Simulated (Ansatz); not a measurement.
**CH2BNO2: how energies converge with the basis set**

An exercise on one series of results from a longer session: the logs are not shown, and one member is left open.

Computed with Ansatz 0.2.0, Gaussian basis. Level: one geometry, several basis sets.

The runs, in order: PBE0-D4/def2-SVP; ωB97M-V/def2-SVP; PBE0-D4/def2-QZVPP; ωB97M-V/def2-QZVPP; the functionals' def2-TZVPP values are taken from earlier runs.

### The geometry

All runs share one geometry, relaxed beforehand with PBE0-D4 in a triple-zeta def2 set.

SMILES `N#COBO`, 7 atoms, charge 0, spin multiplicity 1.

Atoms are counted from 1 here; the program's logs count them from 0.

Bond lengths: N1–C2 1.153 Å, C2–O3 1.283 Å, O3–B4 1.397 Å, B4–O5 1.337 Å, B4–H6 1.192 Å, O5–H7 0.959 Å. Angles: N1–C2–O3 177.4°, C2–O3–B4 121.6°, O3–B4–O5 114.1°, O3–B4–H6 120.0°, O5–B4–H6 125.9°, B4–O5–H7 113.8°.

The first run:

The input, in.yaml:

```yaml
crystal:
  periodic: [false, false, false]
  atoms:
    - {symbol: N, position_ang: [0.819473, -2.014970, 1.849769]}
    - {symbol: C, position_ang: [0.413938, -1.473324, 0.916569]}
    - {symbol: O, position_ang: [-0.047788, -0.922962, -0.146580]}
    - {symbol: B, position_ang: [-0.112353, 0.465592, -0.282034]}
    - {symbol: O, position_ang: [-0.618201, 0.877241, -1.448680]}
    - {symbol: H, position_ang: [0.266840, 1.168724, 0.602666]}
    - {symbol: H, position_ang: [-0.660709, 1.831599, -1.537510]}
basis:
  gaussian: {orbitals: def2-SVP}
hamiltonian: {xc: pbe0, dispersion: d4}
output: {orbitals: {seedname: orbitals}}
```

Command:

```
$ ansatz run in.yaml --threads 2 --pin off --events-out ev --progress --plain --max-ram 4352MiB
```

Steps of the session up to this table: PBE0-D4 in def2-SVP; ωB97M-V in def2-SVP; PBE0-D4 in def2-QZVPP; ωB97M-V in def2-QZVPP.

One of the session's tables, all rows but one given; the rest of the session is left out.

It belongs to the step «Density functionals: the series». 

| functional | basis | HOMO (eV) |
| --- | --- | --- |
| PBE0-D4 | def2-SVP | -8.88 |
| PBE0-D4 | def2-TZVPP | -9.00 |
| PBE0-D4 | def2-QZVPP | -9.03 |
| ωB97M-V | def2-SVP | ? |
| ωB97M-V | def2-TZVPP | -11.32 |
| ωB97M-V | def2-QZVPP | -11.35 |

Estimate the missing values for ωB97M-V, def2-SVP.

The run gave: HOMO (eV): -11.16. In the column «HOMO (eV)» it lies between ωB97M-V, def2-TZVPP (-11.32) and PBE0-D4, def2-QZVPP (-9.03).
